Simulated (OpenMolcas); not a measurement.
**Ga⁻: CASSCF terms and fine-structure levels**

Aim: the low terms and levels of Ga⁻, with their order and spacing.

Program: OpenMolcas 26.06. Level of theory: state-averaged CASSCF, spin-orbit coupling by RASSI with atomic mean-field integrals. These are calculated values, not measurements, unless marked.

7 further runs of the same task are left out: 7 set aside as unsound or not needed.

**1. The atom as given**

| Item | Value |
| --- | --- |
| Species | Ga⁻ (gallium, Z = 31, 32 electrons) |
| Basis | ANO-RCC-VTZP [6s5p3d1f], 43 functions |
| Scalar Hamiltonian | DKH2, point nucleus |
| Inactive shells | 1s 2s 2p 3s 3p 3d 4s |
| Active space | 2 electrons in 3 orbitals (4p) |
| Some configurations of this space | 4s² 4p² |
| Orbitals | optimised for each spin and parity, averaged over all roots |

Outer shells as boxes (Hund's rule):

4s2 4p2
```
4s [↑↓]
4p [↑ ][↑ ][  ]
```

The work runs as a chain of OpenMolcas steps in one folder; each step below is one input file. Labels, J, g values, rates, χT and fits are worked out afterwards by a script from the matrices that RASSI stores.

**2. Basis and integrals**

The input, a.inp:

```
&GATEWAY
Coord
1

Ga 0.0 0.0 0.0
Basis=ANO-RCC-VTZP
Group=XYZ
NoMove
AngMom=0.0 0.0 0.0
AMFI
&SEWARD
```

**3. Reference wave functions, triplets of even parity, 3 roots**

The input, a.inp:

```
&RASSCF
FileOrb=start.orb
Symmetry=1
Spin=3
nActEl=2 0 0
Inactive=9 6
Ras2=0 3
CIRoot=3 3 1
SDav=3
CIMx=300
Iter=120 100
PrWF=0.3
OrbListing=Nothing
MaxOrb=0
Atom
>>> COPY $Project.JobIph JOB001
```

start.orb holds the contracted functions of the basis, ordered by shell, or the orbitals of the step before.

**4. Reference wave functions, singlets of even parity, 6 roots**

The input, a.inp:

```
&RASSCF
FileOrb=start.orb
Symmetry=1
Spin=1
nActEl=2 0 0
Inactive=9 6
Ras2=0 3
CIRoot=6 6 1
SDav=6
CIMx=300
Iter=120 100
PrWF=0.3
OrbListing=Nothing
MaxOrb=0
Atom
>>> COPY $Project.JobIph JOB002
```

**5. State interaction with spin-orbit coupling**

The input, a.inp:

```
&RASSI
NrOfJobIphs=2 3 6
1 2 3
1 2 3 4 5 6
IphNames
JOB001
JOB002
EJob
SpinOrbit
DIPRint=1.0
SOCoupling=1000.0
Subsets=2
MEES
Property=10
'ANGMOM' 1 'ANGMOM' 2 'ANGMOM' 3 'MLTPL  1' 1 'MLTPL  1' 2 'MLTPL  1' 3
'AMFI' 1 'AMFI' 2 'AMFI' 3 'MLTPL  2' 6
SOProperty=3
'ANGMOM' 1 'ANGMOM' 2 'ANGMOM' 3
```

Before running it: what results should come out? Wanted: lowest level; first excited level; spin-orbit lowering of the lowest level; strongest of the lines computed, by gA.

**Answer**, as computed:

```
                                                                                   quantity                                                  value
                                                                                     method                                                 CASSCF
                                                                               lowest level                        4s² 4p² ³P₀, 100 % of that term
                                                                        first excited level                               4s² 4p² ³P₁ at 0.0257 eV
                                                    spin-orbit lowering of the lowest level                                              0.0492 eV
strongest of the lines computed, by gA (one parity, so forbidden lines), at CASSCF energies  4s² 4p² ³P₂ → 4s² 4p² ³P₁, 27070 nm, A = 6.82e-04 s⁻¹
```

What this shows: The multiplet ³P is regular; its intervals divided by the larger J differ by 11 % of their mean, where Landé's rule for pure LS coupling makes them equal. Only the configurations of the active space and the roots asked for are present. The basis lacks the diffuse functions that an anion needs. With the s shell closed, the highest p terms come out too high. Levels of other configurations are missing from the list.
